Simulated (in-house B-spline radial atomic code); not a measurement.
**Lu⁷⁺: Hartree-Fock with and without relativity**

Wanted: relativistic shifts in Lu⁷⁺, shell by shell.

The numbers are computed with in-house B-spline radial atomic code version 1 (Hartree-Fock averaged over the configuration, non-relativistic (point nucleus) and Dirac-Coulomb (finite nucleus); spherical all-electron atom at the radial basis limit), except any that are marked as measured or tabulated.

### Step 1. The system

* element: lutetium (Z = 71)
* charge: +7
* electrons: 64
* configuration: [Kr] 4d10 4f13 5s2 5p3
* nucleus: point (non-relativistic run); Fermi, rms radius 5.370 fm (Dirac runs)

The outer shells:

[Kr] 4d10 4f13 5s2 5p3
```
[Kr] core
4d [↑↓][↑↓][↑↓][↑↓][↑↓]
4f [↑↓][↑↓][↑↓][↑↓][↑↓][↑↓][↑ ]
5s [↑↓]
5p [↑ ][↑ ][↑ ]
```

The boxes draw the filling by Hund's rule, which heavy ions in jj coupling don't follow; these runs average over all states of the configuration.

### Step 2. Non-relativistic run

Settings, as recorded:

```ini
Z = 71
electrons = 64.0
configuration = [Kr] 4d10 4f13 5s2 5p3
hamiltonian = nr
method = hf
spin_polarised = False
```

### Step 3. Dirac-Coulomb run

Settings, as recorded:

```ini
Z = 71
electrons = 64.0
configuration = [Kr] 4d10 4f13 5s2 5p3
hamiltonian = dirac
method = hf
spin_polarised = False
nucleus = fermi
rms_radius = 5.37
mass_number = 175
atomic_mass = 174.940777211
speed_of_light = 137.035999084
```

### Step 4. Dirac-Coulomb run in the lowest jj configuration, 1s2 2s2 2p6 3s2 3p6 3d10 4s2 4p6 4d10 4f-6 4f+7 5s2 5p-2 5p+1

In configurations, a minus sign after the shell means j = l − 1/2 and a plus sign j = l + 1/2; the count of electrons follows.

Changes to the settings of step 3:

```diff
@@ -2,3 +2,3 @@
 electrons = 64.0
-configuration = [Kr] 4d10 4f13 5s2 5p3
+configuration = 1s2 2s2 2p6 3s2 3p6 3d10 4s2 4p6 4d10 4f-6 4f+7 5s2 5p-2 5p+1
 hamiltonian = dirac
```

Q: How much does each shell's level and mean radius change with the Dirac Hamiltonian, and the total energy?

The runs gave:

Levels and radii; the Dirac values are averaged over j with the occupations as weights.

| shell | ε non-rel. (eV) | ε Dirac (eV) | <r> non-rel. (bohr) | <r> Dirac (bohr) | change of <r> (%) |
| --- | --- | --- | --- | --- | --- |
| 1s | -59095.2 | -63818.2 | 0.02134 | 0.01932 | -9.48 |
| 2s | -9837.79 | -11083.1 | 0.09029 | 0.08118 | -10.09 |
| 2p | -9400.20 | -9812.39 | 0.07653 | 0.07253 | -5.22 |
| 3s | -2346.10 | -2652.21 | 0.2298 | 0.2116 | -7.92 |
| 3p | -2144.43 | -2259.13 | 0.2201 | 0.2111 | -4.06 |
| 3d | -1773.81 | -1760.13 | 0.1939 | 0.1925 | -0.74 |
| 4s | -567.05 | -642.60 | 0.5151 | 0.4780 | -7.20 |
| 4p | -482.56 | -509.83 | 0.5254 | 0.5067 | -3.56 |
| 4d | -330.43 | -327.89 | 0.5476 | 0.5460 | -0.29 |
| 4f | -134.57 | -127.96 | 0.6319 | 0.6490 | +2.70 |
| 5s | -153.05 | -166.60 | 1.203 | 1.119 | -6.98 |
| 5p | -128.45 | -132.47 | 1.295 | 1.253 | -3.21 |

Relativity and the finite nucleus together change the total energy by -720.51 hartree (-5.2 %). The first-order mass-velocity and Darwin terms of the non-relativistic run add up to -618.10 hartree, 86 % of it. Averaged over j, the 2s shell contracts most (-10.09 %), while 4f expands by 2.70 %, being screened better by the contracted inner s and p shells. Spin-orbit coupling splits the 5p level by 8.931 eV and the 2p level by 1120.10 eV. The lowest jj configuration lies 9.061 eV below the average over the whole configuration. Breit terms add 14.6 hartree and QED terms 9.89 hartree.
